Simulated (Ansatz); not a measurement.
# C: the cost of one run

Computed with Ansatz 0.2.0 (DFT r2SCAN, scalar-relativistic, plane waves, PAW, unless a step's input says otherwise).

**1. The system as given**

The structure is cubic, space group Fd-3m (No. 227). Conventional cell: a = 3.567 Å, b = 3.567 Å, c = 3.567 Å, α = 90.00°, β = 90.00°, γ = 90.00°. Around C (site symmetry -43m) lie 4 C at 1.54 Å.

Structure file:

```cif
data_structure
_symmetry_space_group_name_H-M 'Fd-3m:1'
_symmetry_Int_Tables_number 227
_cell_length_a 3.5668
_cell_length_b 3.5668
_cell_length_c 3.5668
_cell_angle_alpha 90.000
_cell_angle_beta 90.000
_cell_angle_gamma 90.000
_cell_volume 45.38
loop_
_atom_site_label
_atom_site_type_symbol
_atom_site_symmetry_multiplicity
_atom_site_Wyckoff_symbol
_atom_site_fract_x
_atom_site_fract_y
_atom_site_fract_z
_atom_site_occupancy
C1 C 8 a 0.50000 0.00000 0.50000 1
```

No relaxation comes first: the listed cell is the starting point.

**2. The reference cell**

Reference values: F = -503.1111 eV; pressure -2.44 GPa; largest force 0.000 eV/Å; gap on the mesh 4.37 eV. It was computed beforehand with the settings of the runs below.

**3. The scan: a strain scan**

The cell is strained by ε times the Voigt pattern (1, 1, 0, 0, 0, 0) (xx, yy, zz, yz, xz, xy; engineering shear), with fractional coordinates fixed (clamped ions). The stress on the pattern is the sum of the stress components weighted by it, tension positive.

**4. Point ε = -0.1000**

input.yaml reads:

```yaml
crystal:
  lattice:
    - [0.0, 1.60506, 1.7834]
    - [1.60506, 0.0, 1.7834]
    - [1.60506, 1.60506, 0.0]
  atoms:
    - { symbol: C, position: [0.5, 0.5, 0.5] }
    - { symbol: C, position: [0.75, 0.75, 0.75] }
basis:
  ecutwfc: 500
kpoints:
  mp_grid: { grid: [12, 12, 12] }
hamiltonian:
  xc: r2scan
scf:
  occupations: { method: gaussian, width: 0.05 }
output:
  forces: true
  stress: true
  eigenvalues: true
  write_density: true
  write_potential: true
  elf: true
  volumetric_format: npy
```

Launch:

```bash
$ ansatz run input.yaml --threads 1 --pin off --max-ram 2560MiB --backend cpu --events-out ev --progress --plain --runs-dir out
```

What time and memory should one allow on 1 thread of Intel Xeon Platinum 8259CL at 2.50GHz (Skylake/Cascade Lake), shared host?

About 3 s, with a peak of 0.33 GiB.
